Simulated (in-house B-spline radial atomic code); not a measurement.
# Tl³⁺: ionisation energy by several methods

One table from this session's results is given with a row withheld; the runs are named, their logs left out.

The numbers are computed with in-house B-spline radial atomic code version 1 (Dirac-Coulomb, several functionals, exact exchange averaged over the configuration; spherical all-electron atom at the radial basis limit), except any that are marked as measured or tabulated.

## The system

| Item | Value |
| --- | --- |
| element | thallium (Z = 81) |
| charge | +3 |
| electrons | 78 |
| configuration | [Xe] 4f14 5d10 |
| nucleus | Fermi, rms radius 5.476 fm |

Outer shells as boxes (Hund's rule):

[Xe] 4f14 5d10
```
[Xe] core
4f [↑↓][↑↓][↑↓][↑↓][↑↓][↑↓][↑↓]
5d [↑↓][↑↓][↑↓][↑↓][↑↓]
```

Set-up of the first run:

Input settings:

```ini
Z = 81
electrons = 78.0
configuration = [Xe] 4f14 5d10
hamiltonian = dirac
method = lc_wpbe
spin_polarised = False
nucleus = fermi
rms_radius = 5.4759
mass_number = 205
atomic_mass = 204.974427318
speed_of_light = 137.035999084
exact_exchange = averaged over the configuration
```

Started as:

```sh
> python run_scf.py task.json out
```

The settings of every run stand in task.json; they run in order.

Among the steps run: LC-ωPBE, a range-separated hybrid; BHandHLYP, a global hybrid; PBE0, a global hybrid; HSE06, a range-separated hybrid.

One of the session's tables, all rows but one given; the rest of the session is left out.

| method | ΔSCF (eV) | with Breit, QED, recoil (eV) |
| --- | --- | --- |
| BHandHLYP | 51.457 | 51.463 |
| PBE0 | 51.698 | 51.703 |
| LC-ωPBE | ? | ? |
| HSE06 | 51.671 | 51.676 |

**Question.** Estimate the row for LC-ωPBE.

As computed: ΔSCF (eV): 51.563; with Breit, QED, recoil (eV): 51.568. In the column «ΔSCF (eV)» it lies between BHandHLYP (51.457) and HSE06 (51.671).
